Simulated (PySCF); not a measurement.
**BCl₄⁻: relaxation and vibrations of the singlet**

The task is one start of a wider search on BCl₄⁻: the singlet, built as square planar. It is relaxed, tested by its Hessian and followed downhill if it is a saddle.

Program: PySCF 2.14.0. Level of theory: PBE0, basis B def2-SVPD, Cl def2-SVPD, no relativity, density fitting. These are calculated values, not measurements.

**1. Where the work starts**

5 atoms, charge -1, spin multiplicity 1.

Bond lengths: B1–Cl2 1.840 Å, B1–Cl3 1.840 Å, B1–Cl4 1.840 Å, B1–Cl5 1.840 Å. Angles: Cl2–B1–Cl3 90.0°, Cl2–B1–Cl4 180.0°, Cl2–B1–Cl5 90.0°, Cl3–B1–Cl4 90.0°, Cl3–B1–Cl5 180.0°, Cl4–B1–Cl5 90.0°.

Z-matrix (Å, degrees; charge -1 multiplicity 1):
```
B
Cl 1 1.8400
Cl 1 1.8400 2 90.00
Cl 1 1.8400 3 90.00 2 180.00
Cl 1 1.8400 2 90.00 3 180.00
```

**2. Square planar start, singlet: relaxation**

One driver script runs all steps and calls PySCF; scf.py shows how it sets up the SCF of each step. The optimiser is the driver's own. Before each start the driver seeks the lowest SCF state from one or more starting densities and follows internal instabilities, so scf.py alone need not reach the same state.

The program finds D4h symmetry in the start, which this walk keeps. Threshold on the gradient: 0.0003 Eh/bohr, with a further test on the energy change.

scf.py

```python
from pyscf import gto, scf, dft
mol = gto.M(atom='''
B     -0.000000     0.000000     0.000000
Cl     1.840000    -0.000000    -0.000000
Cl     0.000000     1.840000    -0.000000
Cl    -1.840000     0.000000     0.000000
Cl    -0.000000    -1.840000     0.000000''',
    basis={'B': 'def2-SVPD', 'Cl': 'def2-SVPD'},
    charge=-1, spin=0)
mf = dft.RKS(mol, xc='PBE0')
mf.grids.atom_grid = (50, 194)
aux = {'B': 'def2-universal-JKFIT', 'Cl': 'def2-universal-JKFIT'}
mf = mf.density_fit(auxbasis=aux)
mf.kernel()
```

Further steps of the session: Hessian and properties; Following the imaginary mode; Frequencies.

What does the calculation give? Wanted: minimum; geometry; wavenumbers; dipole moment; highest occupied, lowest empty level; polar-tensor charge of B1; zero-point energy.

**Answer**, as computed:

```
                            quantity                                   value
                             minimum                             singlet, Td
                            geometry  B–Cl 1.868 Å (×4); Cl–B–Cl 109.5° (×6)
                  wavenumbers (cm⁻¹)   181 (e), 268 (t2), 404 (a1), 698 (t2)
      dipole moment (centre of mass)                                  0.00 D
highest occupied, lowest empty level                          -3.83, 3.68 eV
           polar-tensor charge of B1                                 +1.51 e
                   zero-point energy                             21.9 kJ/mol
                 entropy at 298.15 K                         318.8 J/(mol K)
```

What this shows: From D4h at the start the molecule goes to a Td minimum, after a first stop at a second-order saddle point 341.0 kJ/mol higher, from which it was pushed off along an imaginary mode. In the infrared the band at 698 cm⁻¹ (t2) leads. Other starts or spin states, not run here, may lie lower.
